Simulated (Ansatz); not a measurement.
# C2H7NSi: the cost of one run

Program: Ansatz 0.2.0. Level of theory: UKS B3LYP-D4/cc-pVDZ. These are calculated values, not measurements.

### Step 1. Starting point

Bond lengths: C1–C2 1.280 Å, C2–Si3 1.813 Å, Si3–N4 1.669 Å, C1–H5 1.138 Å, C1–H6 1.094 Å, C2–H7 1.112 Å, Si3–H8 1.437 Å, Si3–H9 1.527 Å, N4–H10 0.953 Å, N4–H11 1.088 Å. Angles (14 of 15 angles, heavy atoms first): C1–C2–Si3 125.3°, C2–Si3–N4 108.5°, C1–C2–H7 121.0°, Si3–C2–H7 113.6°, C2–C1–H5 121.8°, C2–C1–H6 127.0°, C2–Si3–H8 112.4°, C2–Si3–H9 109.9°, N4–Si3–H8 111.6°, N4–Si3–H9 105.6°, Si3–N4–H10 112.4°, Si3–N4–H11 104.4°, H5–C1–H6 111.0°, H8–Si3–H9 108.6°.

As a file:

```xyz
11

C    -0.8701    1.2708   -0.7346
C     0.2102    0.9973   -0.1040
Si    0.4874   -0.4796    0.9098
N     0.3046   -1.8282   -0.0562
H    -0.9832    2.2237   -1.3462
H    -1.8061    0.7051   -0.7134
H     1.0939    1.6698   -0.1625
H    -0.3798   -0.5274    2.0545
H     1.9355   -0.5150    1.3935
H     0.8132   -1.7699   -0.8604
H    -0.7402   -1.8036   -0.3600
```

### Step 2. Relaxing end A

File input.yaml:

```yaml
crystal:
  periodic: [false, false, false]
  atoms:
    - { symbol: C, position_ang: [-0.8701, 1.2708, -0.7346] }
    - { symbol: C, position_ang: [0.2102, 0.9973, -0.104] }
    - { symbol: Si, position_ang: [0.4874, -0.4796, 0.9098] }
    - { symbol: "N", position_ang: [0.3046, -1.8282, -0.0562] }
    - { symbol: H, position_ang: [-0.9832, 2.2237, -1.3462] }
    - { symbol: H, position_ang: [-1.8061, 0.7051, -0.7134] }
    - { symbol: H, position_ang: [1.0939, 1.6698, -0.1625] }
    - { symbol: H, position_ang: [-0.3798, -0.5274, 2.0545] }
    - { symbol: H, position_ang: [1.9355, -0.515, 1.3935] }
    - { symbol: H, position_ang: [0.8132, -1.7699, -0.8604] }
    - { symbol: H, position_ang: [-0.7402, -1.8036, -0.36] }
magnetization:
  spin_polarized: true
basis:
  gaussian: { orbitals: cc-pVDZ }
hamiltonian:
  xc: b3lyp
  dispersion: d4
relax:
  f_tol: 0.02
  max_steps: 50
```

Launch:

```sh
$ ansatz run input.yaml --threads 2 --pin off --max-ram 3072MiB --backend cpu --events-out ev --progress --plain --runs-dir out
```

**Question.** How long does this run take on 2 threads of Arm Neoverse V1, shared host, and how much memory does it need?

About 55 s, with a peak of 0.25 GiB.
